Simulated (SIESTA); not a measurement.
Wanted: the native input for a SIESTA 5.4.2 run.

* Task: band structure
* Functional: vdW-DF2
* Potentials or basis: PseudoDojo 0.4 standard (PBE files)
* Basis: DZP (energy shift 0.003 Ry; two zetas on semicore shells; d shell added on Rb)
* Grid cutoff: 500 Ry
* Energy shift: 0.003 Ry
* k mesh: 5 × 5 × 1
* Occupations: fermi-dirac, width 0.05 eV
* Spin: no spin polarisation
* dipole correction: yes

Rb, a slab with vacuum:

```xyz
4
Lattice="5.1476 0.0000 0.0000 0.0000 5.1476 0.0000 0.0000 0.0000 25.9197" Properties=species:S:1:pos:R:3 pbc="T T T"
Rb    2.5738    2.5738    7.5000
Rb    0.0000    0.0000   11.1399
Rb    2.5738    2.5738   14.7798
Rb    0.0000    0.0000   18.4197
```

The slab is cut from a database's or a generator's crystal, which needn't be the stable form of the element.

The input as run:

Rb.fdf

```
SystemName                      Rb
SystemLabel                     Rb
NumberOfSpecies                 1
NumberOfAtoms                   4
%block ChemicalSpeciesLabel
  1  37 Rb
%endblock ChemicalSpeciesLabel

LatticeConstant                 1.0 Ang
%block LatticeVectors
     5.1475742658     0.0000000000     0.0000000000
     0.0000000000     5.1475742658     0.0000000000
     0.0000000000     0.0000000000    25.9196540100
%endblock LatticeVectors
AtomicCoordinatesFormat         Fractional
%block AtomicCoordinatesAndAtomicSpecies
     0.5000000000     0.5000000000     0.2893557143  1  Rb
     0.0000000000     0.0000000000     0.4297852381  1  Rb
     0.5000000000     0.5000000000     0.5702147619  1  Rb
     0.0000000000     0.0000000000     0.7106442857  1  Rb
%endblock AtomicCoordinatesAndAtomicSpecies

%block kgrid.MonkhorstPack
    5   0   0  0.0
    0   5   0  0.0
    0   0   1  0.0
%endblock kgrid.MonkhorstPack
XC.Functional                   VDW
XC.Authors                      LMKLL
PAO.BasisSize                   DZP
PAO.EnergyShift                 0.003 Ry
Mesh.Cutoff                     500 Ry
OccupationFunction              FD
ElectronicTemperature           0.05 eV
Slab.DipoleCorrection           vacuum
MaxSCFIterations                120
SCF.MustConverge                false
SCF.Mixer.Method                Pulay
SCF.Mixer.Weight                0.25
SCF.Mixer.History               8
SCF.DM.Tolerance                5.0e-05
SCF.H.Tolerance                 1.0e-03 eV
WriteForces                     true
Charge.Mulliken                 end
BandLinesScale                  ReciprocalLatticeVectors
%block BandLines
    1    0.000000   0.000000   0.000000  \Gamma
   11    0.000000   0.500000   0.000000  X
   11    0.500000   0.500000   0.000000  M
   16    0.000000   0.000000   0.000000  \Gamma
    2    0.000000   0.000000   0.500000  Z
   11    0.000000   0.500000   0.500000  R
   11    0.500000   0.500000   0.500000  A
   16    0.000000   0.000000   0.500000  Z
    1    0.000000   0.500000   0.000000  X
    2    0.000000   0.500000   0.500000  R
    1    0.500000   0.500000   0.000000  M
    2    0.500000   0.500000   0.500000  A
%endblock BandLines
%block PAO.Basis
  Rb 5
  n=4 0 2
    4.214 0.000
  n=5 0 2
    9.500 0.000
  n=4 1 2
    5.180 0.000
  n=5 1 1
    9.500
  n=4 2 1
    7.000
%endblock PAO.Basis
```

Potentials or basis: PseudoDojo 0.4 standard (PBE files), DZP (energy shift 0.003 Ry; two zetas on semicore shells; d shell added on Rb).

Launch:

```bash
$ siesta < Rb.fdf > Rb.out 2>&1
```

It gave:

```yaml
Largest_force: 0.059 eV/Å
Band_gap_on_the_k_mesh: none (metal or under the smearing width)
```

Caveat: the potentials were made for another functional, which shifts forces and pressure; the basis of atomic orbitals isn't converged, which shifts pressures, moduli and gaps.

Wall time 2.9 min on 1 thread of Arm Neoverse V2, with other jobs on the host, peak memory 1 GiB.
